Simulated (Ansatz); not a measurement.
YMg₃, space group P4/mmm: a check of PAW against all-electron LAPW, run with the Ansatz DFT code, driven from Python.

`run_paw_lapw.py`
```python
"""Checking the PAW result for YMg3 with LAPW."""

import ansatz as az
import numpy as np


def count_gap(report):
    # lowest empty less highest filled band, counting bands; zero where they overlap
    return max(report.get("gap_by_band_count_ev") or 0.0, 0.0)

lattice = az.Lattice.of(
    (4.88666, 0.0, 0.0),
    (0.0, 4.88666, 0.0),
    (0.0, 0.0, 4.21986),
)
sites = [
    ("Y", (0.0, 0.0, 0.5)),
    ("Mg", (0.0, 0.5, 0.0)),
    ("Mg", (0.5, 0.0, 0.0)),
    ("Mg", (0.5, 0.5, 0.5)),
]
ymg3 = az.Crystal(lattice=lattice)
for symbol, position in sites:
    ymg3 = ymg3.atom(symbol, position)

model = ymg3.calculation()
model = model.functional("pbesol")
model = model.kpoints(spacing=0.26)
model = model.occupations(az.OccupationsMethod.FERMI_DIRAC)
model = model.scf(max_iterations=90)
model = model.stress()
model = model.forces()
model = model.band_table()
variants = {
    "PAW": model.pseudopotentials("paw"),
    "LAPW": model.pseudopotentials("all_electron", lapw=True),
}
# totals differ by the cores that each treatment holds, so compare what does not depend on them
rows = []
for label, variant in variants.items():
    r = variant.run(threads=1, backend="cpu").report
    levels = np.array(r["eigenvalues_ev"][0]) - r["fermi_energy_ev"]
    print(label, "levels at the first k-point near E_F:", np.round(levels[np.abs(levels) < 5], 3))
    rows.append((label, r["n_electrons"], np.trace(r["stress_gpa"]) / 3, float(np.abs(r["forces_ev_ang"]).max()), count_gap(r)))
lines = [",".join(["treatment", "electrons in bands", "P GPa", "max force component eV/A", "gap by band count eV"])] + [",".join(f"{v:.4f}" if isinstance(v, float) else str(v) for v in row) for row in rows]
print("\n".join(lines))
with open("paw_lapw.csv", "w") as handle:
    handle.write("\n".join(lines) + "\n")
```

How well do the two treatments of the cores agree on the pressure?

PAW gives -0.657 GPa and LAPW -0.669 GPa, 0.012 GPa apart. They took 2.7 and 12.3 s of processor time.

What the script printed:

Running `python run_paw_lapw.py` prints:
```text
DeckWarning: basis.ecutwfc = 420 eV, auto-derived from the records' recommended cutoffs: set by Y (normal level)
PAW levels at the first k-point near E_F: [-1.275 -0.609  0.049  0.049  1.534  1.91   2.134  2.134]
LAPW levels at the first k-point near E_F: [-1.275 -0.609  0.049  0.049  1.533  1.91   2.134  2.134  2.225]
treatment,electrons in bands,P GPa,max force component eV/A,gap by band count eV
PAW,41.0000,-0.6567,0.0000,0.0000
LAPW,51.0000,-0.6690,0.0000,0.0000
```
(Warnings from the package without file and line.)

Notes:
- The computed bands are complete only to about 2.1 eV above the Fermi level.
- The mesh is modest for a metal, so energies can be off by several to tens of meV an atom and pressures by half a GPa or more; differences at equal mesh fare better.
- A gap by band count of zero or less means overlapping bands, a metal, and at an odd count of electrons it is no gap at all.
- The structure comes from a database of computed cells and needn't be a stable or known phase.
- Levels are Kohn-Sham eigenvalues on this mesh, without spin-orbit coupling.
- Pressure is positive in compression; the treatments may keep other shells as core, so totals and counts of electrons can differ.
- The whole script took 16 s on 1 thread of Arm Neoverse V2, with other jobs on the host, peak memory 0.5 GiB.
